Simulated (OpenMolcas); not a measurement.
# Zr²⁺ among point charges: CASSCF levels and susceptibility

How does a field of 6 point charges split the states of Zr²⁺, and what χT follows?

Program: OpenMolcas 26.06. Level of theory: state-averaged CASSCF, spin-orbit coupling by RASSI with atomic mean-field integrals. These are calculated values, not measurements, unless marked.

1 further run of the same task is left out (it didn't finish).

## Step 1: What is computed

* Species: Zr²⁺ (zirconium, Z = 40, 38 electrons)
* Basis: ANO-RCC-VDZP [6s5p3d1f], 43 functions
* Scalar Hamiltonian: DKH2, point nucleus
* Inactive shells: 1s 2s 2p 3s 3p 3d 4s 4p
* Active space: 2 electrons in 5 orbitals (4d)
* Some configurations of this space: 4d²
* Orbitals: optimised for each spin and parity, averaged over all roots

The outer shells:

4d2
```
4d [↑ ][↑ ][  ][  ][  ]
```

The ion sits among 6 point charges of -1.7 e arranged as a trigonal antiprism (D3d), 2.06 Å from the ion, with a polar angle of 48.7° against the regular 54.74°. The active orbitals were held to one l.

The work runs as a chain of OpenMolcas steps in one folder; each step below is one input file. Labels, J, g values, rates, χT and fits are worked out afterwards by a script from the matrices that RASSI stores. The input lists half of the charges; inversion (Group=XYZ) makes the rest.

## Step 2: GATEWAY and SEWARD: basis and integrals

Input file a.inp:

```
&GATEWAY
Coord
1

Zr 0.0 0.0 0.0
Basis=ANO-RCC-VDZP
Group=XYZ
NoMove
AngMom=0.0 0.0 0.0
AMFI
XField
3 Angstrom 0
0.000000 1.547953 1.359207 -1.700000
1.340566 -0.773976 1.359207 -1.700000
1.340566 0.773976 -1.359207 -1.700000
&SEWARD
```

On the command line:

```sh
OMP_NUM_THREADS=1 MOLCAS_MEM=1689 MOLCAS_PROJECT=a pymolcas a.inp > a.log
```

## Step 3: Reference wave functions, triplets of even parity, 10 roots

Input file a.inp:

```
&RASSCF
FileOrb=start.orb
Symmetry=1
Spin=3
nActEl=2 0 0
Inactive=9 9
Ras2=5 0
CIRoot=10 10 1
SDav=10
CIMx=300
Iter=120 100
PrWF=0.3
OrbListing=Nothing
MaxOrb=0
SupSym
1
15 4 5 6 7 8 10 11 12 13 14 17 18 19 20 21
0
>>> COPY $Project.JobIph JOB001
```

start.orb holds the contracted functions of the basis, ordered by shell, or the orbitals of the step before.

## Step 4: Reference wave functions, singlets of even parity, 15 roots

Input file a.inp:

```
&RASSCF
FileOrb=start.orb
Symmetry=1
Spin=1
nActEl=2 0 0
Inactive=9 9
Ras2=5 0
CIRoot=15 15 1
SDav=15
CIMx=300
Iter=120 100
PrWF=0.3
OrbListing=Nothing
MaxOrb=0
SupSym
1
15 4 5 6 7 8 10 11 12 13 14 17 18 19 20 21
0
>>> COPY $Project.JobIph JOB002
```

## Step 5: State interaction with spin-orbit coupling

Input file a.inp:

```
&RASSI
NrOfJobIphs=2 10 15
1 2 3 4 5 6 7 8 9 10
1 2 3 4 5 6 7 8 9 10 11 12 13 14 15
IphNames
JOB001
JOB002
EJob
SpinOrbit
DIPRint=1.0
SOCoupling=1000.0
Subsets=2
Property=9
'ANGMOM' 1 'ANGMOM' 2 'ANGMOM' 3 'MLTPL  1' 1 'MLTPL  1' 2 'MLTPL  1' 3
'AMFI' 1 'AMFI' 2 'AMFI' 3
SOProperty=3
'ANGMOM' 1 'ANGMOM' 2 'ANGMOM' 3
```

Q: Predict the outcome of this session. Wanted: spin-free ground state; first state of the same spin within the active space; lowest level; next level.

**Answer**, as computed:

```
                                            quantity                            value
                                              method                           CASSCF
                              spin-free ground state  3A2, 1-fold in its orbital part
first state of the same spin within the active space                  3E at 9610 cm⁻¹
                                        lowest level                        1-fold A1
                                          next level                        10.0 cm⁻¹
                                         χT at 300 K                   0.98 cm³ K/mol
                           effective moment at 300 K                          2.81 μB
```

**Reading.** The spin-free ground state (3A2) comes to 62 % from free-ion F terms and keeps the highest spin of the shell. χT at 300 K is 0.98, against 1.00 cm³ K/mol for the spin alone; near agreement at one temperature doesn't show that the orbital moment is quenched. The field of point charges can differ much from that of real complexes. This is an electrostatic model: the charges have no orbitals.
